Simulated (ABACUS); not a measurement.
Crystal: Al2Cu.

```
CELL_PARAMETERS angstrom
4.10518 0.00000 0.00000
0.00000 4.10518 0.00000
0.00000 0.00000 2.89131
ATOMIC_POSITIONS crystal
Cu 0.00000 0.00000 0.00000
Al 0.00000 0.50000 0.50000
Al 0.50000 0.00000 0.50000
```

The cell comes from a database or a generator and needn't be the stable form of this composition.

- Program: ABACUS 3.10.1
- Task: single point
- Functional: PBEsol
- Potentials or basis: PseudoDojo NC SR 0.4.1 PBEsol standard
- Cutoff: 1252 eV
- Density cutoff: 5007 eV
- Basis: plane waves
- k mesh: 7 × 7 × 9
- Occupations: fermi-dirac, width 0.05 eV
- Spin: no spin polarisation

On this cell: pressure -2.5 GPa; largest force under 0.003 eV/Å; band gap on the k mesh none (metal or under the smearing width).

The same run follows on a disturbed copy (atoms moved at random, drawn with an rms of 0.05 Å):

```
Cu Al
1.0
     4.10518    0.00000    0.00000
     0.00000    4.10518    0.00000
     0.00000    0.00000    2.89131
Cu Al
1 2
Direct
  0.99603 0.00616 0.00241
  0.00938 0.49706 0.46823
  0.50601 0.99013 0.49754
```

Problem. What does the disturbed cell give?

Solution. The energy (extrapolated to zero smearing) moves by +8.4 meV/atom; pressure -2.3 GPa; largest force 0.474 eV/Å; band gap on the k mesh none (metal or under the smearing width).

Forces on the atoms (eV/Å):
```
Cu   0.256 -0.240 -0.319
Al  -0.018  0.191  0.296
Al  -0.238  0.049  0.023
```

Stress tensor (GPa, compression positive):
```
-2.03  0.07  0.00
 0.07 -1.60  0.34
 0.00  0.34 -3.20
```
